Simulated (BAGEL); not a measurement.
# AlH2SF3 (SMILES [F][Al-]([F])([F])[SH2+]) at HF/STO-3G (density fitting with qzvpp-jkfit)

Aim: the vertical singlet–triplet gap of AlH2SF3 at HF/STO-3G (density fitting with qzvpp-jkfit), from 2 runs. 

The calculation is run with BAGEL 1.2.2.

### Step 1. The molecule

The species is AlH2SF3 (7 atoms), meant as a singlet with charge 0. SMILES: `[F][Al-]([F])([F])[SH2+]`. The shape is that of a PBE0-D4/def2-TZVP optimisation.

Bond lengths: F1–Al2 1.651 Å, Al2–F3 1.648 Å, Al2–F4 1.648 Å, Al2–S5 2.458 Å, S5–H6 1.346 Å, S5–H7 1.346 Å. Angles: F1–Al2–F3 117.2°, F1–Al2–F4 117.2°, F1–Al2–S5 99.1°, F3–Al2–F4 118.9°, F3–Al2–S5 98.5°, F4–Al2–S5 98.5°, Al2–S5–H6 94.7°, Al2–S5–H7 94.6°, H6–S5–H7 92.8°.

### Step 2. The energy at HF/STO-3G (density fitting with qzvpp-jkfit)

The input, input.json:

```json
{ "bagel" : [

{
  "title" : "molecule",
  "basis" : "sto-3g",
  "df_basis" : "qzvpp-jkfit",
  "angstrom" : "true",
  "geometry" : [
    { "atom" : "F", "xyz" : [      -0.582800,      -0.881200,       1.509400 ] },
    { "atom" : "Al", "xyz" : [       0.280700,      -0.968400,       0.104600 ] },
    { "atom" : "F", "xyz" : [      -0.412500,      -1.770100,      -1.157900 ] },
    { "atom" : "F", "xyz" : [       1.924100,      -0.949000,       0.228600 ] },
    { "atom" : "S", "xyz" : [      -0.052000,       1.330700,      -0.699800 ] },
    { "atom" : "H", "xyz" : [       0.220900,       1.903000,       0.487200 ] },
    { "atom" : "H", "xyz" : [      -1.378300,       1.335100,      -0.472000 ] }
  ]
},

{ "title" : "hf" },

{ "title" : "print", "file" : "orbitals.molden", "orbitals" : "true" }

]}
```

Command:

```
$ BAGEL_NUM_THREADS=1 BAGEL input.json > input.out
```

The log of the run:

```text
* using 1 threads per process

  ===============================================================
  ===============================================================

  *** Geometry ***

  { "atom" : "F", "xyz" : [     -1.101332,     -1.665227,      2.852353 ] },
  { "atom" : "Al", "xyz" : [      0.530446,     -1.830011,      0.197665 ] },
  { "atom" : "F", "xyz" : [     -0.779512,     -3.345004,     -2.188114 ] },
  { "atom" : "F", "xyz" : [      3.636022,     -1.793350,      0.431991 ] },
  { "atom" : "S", "xyz" : [     -0.098266,      2.514659,     -1.322430 ] },
  { "atom" : "H", "xyz" : [      0.417441,      3.596149,      0.920675 ] },
  { "atom" : "H", "xyz" : [     -2.604610,      2.522973,     -0.891951 ] },

  Number of auxiliary basis functions:      523

  Since a DF basis is specified, we compute 2- and 3-index integrals:
    o Being stored without compression. Storage requirement is 0.005 GB

  Number of basis functions:       35
  Number of electrons      :       58

    * METHOD: MOLECULE                             0.16

  *** RHF ***

  === Nuclear Repulsion ===
   301.1583179017

      * DIIS with orbital gradients will be used.

  === RHF iteration (sto-3g) ===
      0       -927.44310724          0.01641988           0.03
      1       -927.58383397          0.00289915           0.03
      2       -927.58803819          0.00074612           0.03
      3       -927.58850870          0.00013118           0.03
      4       -927.58852295          0.00002486           0.03
      5       -927.58852346          0.00000273           0.03
      6       -927.58852346          0.00000082           0.03
      7       -927.58852347          0.00000016           0.03
      8       -927.58852347          0.00000003           0.03
      9       -927.58852347          0.00000000           0.03
    * SCF iteration converged.

    * Permanent dipole moment:
           (    0.498424,    -1.552781,     0.086904) a.u.

    * METHOD: HF                                   0.35

    * METHOD: PRINT                                0.00

  ===============================================================
```

It took 0.64 s on 1 thread of Arm Neoverse V2, shared host.

### Step 3. The triplet

The input, input.json:

```json
{ "bagel" : [

{
  "title" : "molecule",
  "basis" : "sto-3g",
  "df_basis" : "qzvpp-jkfit",
  "angstrom" : true,
  "geometry" : [
    { "atom" : "F", "xyz" : [   -0.582800,   -0.881200,    1.509400 ] },
    { "atom" : "Al", "xyz" : [    0.280700,   -0.968400,    0.104600 ] },
    { "atom" : "F", "xyz" : [   -0.412500,   -1.770100,   -1.157900 ] },
    { "atom" : "F", "xyz" : [    1.924100,   -0.949000,    0.228600 ] },
    { "atom" : "S", "xyz" : [   -0.052000,    1.330700,   -0.699800 ] },
    { "atom" : "H", "xyz" : [    0.220900,    1.903000,    0.487200 ] },
    { "atom" : "H", "xyz" : [   -1.378300,    1.335100,   -0.472000 ] }
  ]
},
{ "title" : "uhf", "nopen" : 2 },
{ "title" : "print", "file" : "orbitals.molden", "orbitals" : true }

]}
```

Command:

```
$ BAGEL_NUM_THREADS=1 BAGEL input.json > input.out
```

The log of the run:

```text
* using 1 threads per process

  ===============================================================
  ===============================================================

  *** Geometry ***

  { "atom" : "F", "xyz" : [     -1.101332,     -1.665227,      2.852353 ] },
  { "atom" : "Al", "xyz" : [      0.530446,     -1.830011,      0.197665 ] },
  { "atom" : "F", "xyz" : [     -0.779512,     -3.345004,     -2.188114 ] },
  { "atom" : "F", "xyz" : [      3.636022,     -1.793350,      0.431991 ] },
  { "atom" : "S", "xyz" : [     -0.098266,      2.514659,     -1.322430 ] },
  { "atom" : "H", "xyz" : [      0.417441,      3.596149,      0.920675 ] },
  { "atom" : "H", "xyz" : [     -2.604610,      2.522973,     -0.891951 ] },

  Number of auxiliary basis functions:      523

  Since a DF basis is specified, we compute 2- and 3-index integrals:
    o Being stored without compression. Storage requirement is 0.005 GB

  Number of basis functions:       35
  Number of electrons      :       58

    * METHOD: MOLECULE                             0.16

  *** Open-shell HF ***

  === Nuclear Repulsion ===
   301.1583179017

      * DIIS with orbital gradients will be used.

  === UHF iteration (sto-3g) ===
      0       -926.86476548          0.03078272           0.05
      1       -927.09036906          0.02289908           0.05
      2       -927.22631424          0.00883161           0.05
      3       -927.24112076          0.00344471           0.05
      4       -927.24712277          0.00112974           0.05
      5       -927.24812751          0.00047056           0.05
      6       -927.24838319          0.00028249           0.05
      7       -927.24849717          0.00016636           0.05
      8       -927.24853641          0.00008120           0.05
      9       -927.24854511          0.00002468           0.05
     10       -927.24854604          0.00001158           0.05
     11       -927.24854637          0.00000399           0.05
     12       -927.24854641          0.00000173           0.05
     13       -927.24854643          0.00000076           0.05
     14       -927.24854643          0.00000044           0.05
     15       -927.24854643          0.00000029           0.05
     16       -927.24854643          0.00000018           0.05
     17       -927.24854643          0.00000016           0.05
     18       -927.24854643          0.00000015           0.05
     19       -927.24854643          0.00000014           0.05
     20       -927.24854643          0.00000014           0.05
     21       -927.24854643          0.00000013           0.05
     22       -927.24854643          0.00000007           0.05
     23       -927.24854643          0.00000003           0.05
     24       -927.24854643          0.00000002           0.05
     25       -927.24854643          0.00000001           0.05
    * SCF iteration converged.

    * S^2 (UHF) is 2.0233

    * Permanent dipole moment:
           (    0.141803,    -1.089696,     0.404158) a.u.

    * METHOD: UHF                                  1.47

    * METHOD: PRINT                                0.00

  ===============================================================
```

It took 1.8 s on 1 thread of Arm Neoverse V2, shared host.

### Step 4. Summary of results

At HF/STO-3G (density fitting with qzvpp-jkfit):

```
                                        quantity          value
                           singlet: total energy  -927.58852 Eh
                          singlet: dipole moment         4.15 D
                            singlet: HOMO energy       -9.10 eV
                            singlet: LUMO energy       10.14 eV
                          singlet: HOMO–LUMO gap       19.24 eV
                           triplet: total energy  -927.24855 Eh
                          triplet: dipole moment         2.98 D
                                   triplet: ⟨S²⟩          2.023
vertical energy of the triplet above the singlet       9.251 eV
```

**Reading.** At this shape the triplet lies 9.25 eV (213 kcal/mol) above the singlet. In a minimal basis such a difference can be off by several eV, whatever the method.
